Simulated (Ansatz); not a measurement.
**MoCl₄O: basis-set convergence**

The task here is to estimate one member of a computed series from the others.

The runs use Ansatz 0.2.0, Gaussian basis; one geometry, several basis sets.

Plan: PBE0-D4/def2-SVP; ωB97M-V/def2-SVP; PBE0-D4/def2-QZVPP; ωB97M-V/def2-QZVPP; the functionals' def2-TZVPP values are taken from earlier runs.

### The geometry

The geometry comes from an earlier relaxation with PBE0-D4 in a triple-zeta def2 set; it is a stationary point. Mo takes the def2 core potential; no spin-orbit term is included.

SMILES `[O]=[Mo]([Cl])([Cl])([Cl])[Cl]`, 6 atoms, charge 0, spin multiplicity 1.

Atoms are counted from 1 here; the program's logs count them from 0.

Bond lengths: O1–Mo2 1.637 Å, Mo2–Cl3 2.277 Å, Mo2–Cl4 2.277 Å, Mo2–Cl5 2.277 Å, Mo2–Cl6 2.277 Å. Angles: O1–Mo2–Cl3 104.2°, O1–Mo2–Cl4 104.2°, O1–Mo2–Cl5 104.2°, O1–Mo2–Cl6 104.2°, Cl3–Mo2–Cl4 86.5°, Cl3–Mo2–Cl5 151.5°, Cl3–Mo2–Cl6 86.5°, Cl4–Mo2–Cl5 86.5°, Cl4–Mo2–Cl6 151.6°, Cl5–Mo2–Cl6 86.5°.

The first run:

Contents of in.yaml:

```yaml
crystal:
  periodic: [false, false, false]
  atoms:
    - {symbol: O, position_ang: [-1.713168, -0.204227, 0.140107]}
    - {symbol: Mo, position_ang: [-0.092397, -0.021864, 0.000839]}
    - {symbol: Cl, position_ang: [0.748105, -1.046487, 1.852821]}
    - {symbol: Cl, position_ang: [0.580403, -1.865138, -1.155062]}
    - {symbol: Cl, position_ang: [0.176987, 1.127635, -1.946523]}
    - {symbol: Cl, position_ang: [0.342069, 1.945982, 1.061620]}
basis:
  gaussian: {orbitals: def2-SVP}
hamiltonian: {xc: pbe0, dispersion: d4}
output: {orbitals: {seedname: orbitals}}
```

Launch:

```sh
$ ansatz run in.yaml --threads 4 --pin off --events-out ev --progress --plain --max-ram 11315MiB
```

Among the steps run: PBE0-D4 in def2-SVP; ωB97M-V in def2-SVP; PBE0-D4 in def2-QZVPP; ωB97M-V in def2-QZVPP.

One of the session's tables, all rows but one given; the rest of the session is left out.

It belongs to the step «Functionals by basis». 

```
functional       basis  HOMO (eV)  LUMO (eV)
   PBE0-D4    def2-SVP      -8.91      -5.67
   PBE0-D4  def2-TZVPP      -8.88      -5.59
   PBE0-D4  def2-QZVPP      -8.88      -5.57
   ωB97M-V    def2-SVP     -11.03      -3.70
   ωB97M-V  def2-TZVPP     -11.05      -3.67
   ωB97M-V  def2-QZVPP          ?          ?
```

Estimate the missing values for ωB97M-V, def2-QZVPP.

**Answer.** HOMO (eV): -11.06; LUMO (eV): -3.66. In the column «HOMO (eV)» it is the lowest.
